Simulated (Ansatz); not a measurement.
Geometry optimisation, DFT PBEsol, scalar-relativistic, plane waves, PAW (Ansatz 0.2.0).

input.yaml

```yaml
accuracy: low
crystal:
  lattice:
    - [5.8014, 0.0, 0.0]
    - [-2.9007, 5.02416, 0.0]
    - [0.0, 0.0, 15.251885]
  atoms:
    - { symbol: W, position: [0.0, 0.0, 0.0655657] }
    - { symbol: C, position: [0.3333333, 0.1666667, 0.1584916] }
    - { symbol: W, position: [0.0, 0.0, 0.2514174] }
    - { symbol: C, position: [0.3333333, 0.1666667, 0.3443433] }
    - { symbol: W, position: [0.0, 0.5, 0.0655657] }
    - { symbol: C, position: [0.3333333, 0.6666667, 0.1584916] }
    - { symbol: W, position: [0.0, 0.5, 0.2514174] }
    - { symbol: C, position: [0.3333333, 0.6666667, 0.3443433] }
    - { symbol: W, position: [0.5, 0.0, 0.0655657] }
    - { symbol: C, position: [0.8333333, 0.1666667, 0.1584916] }
    - { symbol: W, position: [0.5, 0.0, 0.2514174] }
    - { symbol: C, position: [0.8333333, 0.1666667, 0.3443433] }
    - { symbol: W, position: [0.5, 0.5, 0.0655657] }
    - { symbol: C, position: [0.8333333, 0.6666667, 0.1584916] }
    - { symbol: W, position: [0.5, 0.5, 0.2514174] }
    - { symbol: C, position: [0.8333333, 0.6666667, 0.3443433] }
basis:
  ecutwfc: 420.0
kpoints:
  mp_grid: { grid: [3, 3, 1] }
hamiltonian:
  xc: pbesol
  pseudopotentials: { kind: paw, azcp: { folder: soft_1 } }
scf:
  occupations: { method: fermi_dirac, width: 0.1 }
  lower_state_search: "off"
relax:
  f_tol: 0.08
  max_steps: 25
  adjacent_minimum: "off"
  constraints: [{ sites: [0, 4, 8, 12] }]
output:
  write_density: true
  write_potential: true
  elf: true
  volumetric_format: npy
```

Run as:

```bash
$ ansatz run input.yaml --threads 2 --pin off --max-ram 5120MiB --backend cpu --events-out ev --progress --plain --runs-dir out
```

**Question.** Where does it end, and by what steps?

**Answer.** It converged. Limits of this set-up: coarse k mesh, thin slab, slab without dipole correction, PAW files made for another functional, low accuracy level. After 4 steps the energy has fallen by 4.022 eV; C4 moved furthest, 0.32 Å.

```tsv
step	energy less start (eV)	largest force component (eV/Å)	accepted
0	0.0000	5.337	yes
1	-3.6544	1.057	yes
2	-3.9112	0.488	yes
3	-4.0207	0.081	yes
4	-4.0217	0.031	yes
```

```xyz
16
Lattice="5.8014 0.0000 0.0000 -2.9007 5.0242 0.0000 0.0000 0.0000 15.2519" Properties=species:S:1:pos:R:3
W 0.000 0.000 1.000
C 1.450 0.837 2.309
W 0.000 0.000 3.836
C 1.450 0.837 4.935
W -1.450 2.512 1.000
C 0.000 3.349 2.309
W -1.450 2.512 3.836
C 0.000 3.349 4.935
W 2.901 0.000 1.000
C 4.351 0.837 2.309
W 2.901 0.000 3.836
C 4.351 0.837 4.935
W 1.450 2.512 1.000
C 2.901 3.349 2.309
W 1.450 2.512 3.836
C 2.901 3.349 4.935
```

Whether the end is a true minimum wasn't checked by a vibrational analysis.

Run time: 31 s on 2 threads of Arm Neoverse V2 (shared host), peak memory 0.76 GiB.
